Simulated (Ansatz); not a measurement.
Run this with Ansatz 0.2.0 through its Python package and show what comes out.

`run_field.py`:
```python
import ansatz as az
from ase import Atoms
import numpy as np

BASIS_SET = "def2-SVPD"
FUNCTIONAL = "b3lyp"
VDW = "d3bj"


def main() -> None:
    atoms = Atoms(["C", "B", "N", "Te", "H", "H", "H", "H", "H", "H"], positions=[
        (-1.123, 0.6763, -0.2327),
        (0.005, -0.3355, -0.1144),
        (0.1444, -1.1367, 1.1536),
        (1.4733, -0.6165, -1.8169),
        (-1.8235, 0.4314, -1.1125),
        (-1.7713, 0.7551, 0.6877),
        (-0.7193, 1.7317, -0.4227),
        (1.0576, -1.728, 1.0439),
        (0.4017, -0.4412, 1.9713),
        (2.4385, 0.6123, -1.1544),
    ])
    ch6bnte = az.Crystal.molecule_from_ase(atoms)

    base = (
        ch6bnte.calculation()
        .basis(gaussian=BASIS_SET)
        .functional(FUNCTIONAL, dispersion=VDW)
        .forces()
    )
    centre = np.mean([site.position_ang for site in ch6bnte.cartesian_sites], axis=0)
    field = 2 * 14.399645 * 4.0 / 40.0 ** 2


    def dipole(axis, sign):
        arm = 40.0 * np.eye(3)[axis]
        pair = [{"charge": sign * 4.0, "position_ang": (centre - arm).tolist()}, {"charge": -sign * 4.0, "position_ang": (centre + arm).tolist()}]
        deck = base.input().set(az.key.basis.gaussian.point_charges, pair)
        return np.array(az.Session.from_dict(deck).plan().execute().report["charge_distribution"]["dipole_moment_e_ang"])


    print(f"field {field:.4f} V/A")
    alpha = np.array([(dipole(axis, 1) - dipole(axis, -1)) / (2 * field) * 14.399645 for axis in range(3)])
    print("polarisability tensor (A^3)")
    print(np.array2string(alpha, precision=3, suppress_small=True))
    print(f"mean {np.trace(alpha) / 3:.3f} A^3 = {np.trace(alpha) / 3 / 0.14818471:.2f} bohr^3")


if __name__ == "__main__":
    main()
```

`python run_field.py` gives:
```text
field 0.0720 V/A
polarisability tensor (A^3)
[[12.688 -0.993 -1.452]
 [-0.992 11.293 -0.511]
 [-1.454 -0.507 13.691]]
mean 12.557 A^3 = 84.74 bohr^3
```

Caveats:
- The settings weren't tested for convergence.
- The geometry is a force-field or estimated start, not a minimum of this method, and the basis set is short of its limit. The field of two point charges is only nearly even.
- def2 sets replace the cores of elements past krypton by effective core potentials.
- b3lyp holds the VWN-RPA fit, as in Gaussian; the form of ORCA and Turbomole is b3lyp5.
- Hardware and time: 60 s on 1 thread of Arm Neoverse V2 (shared host), peak memory 0.43 GiB.

(Lines on the test bed's own set-up are left out of the output.)
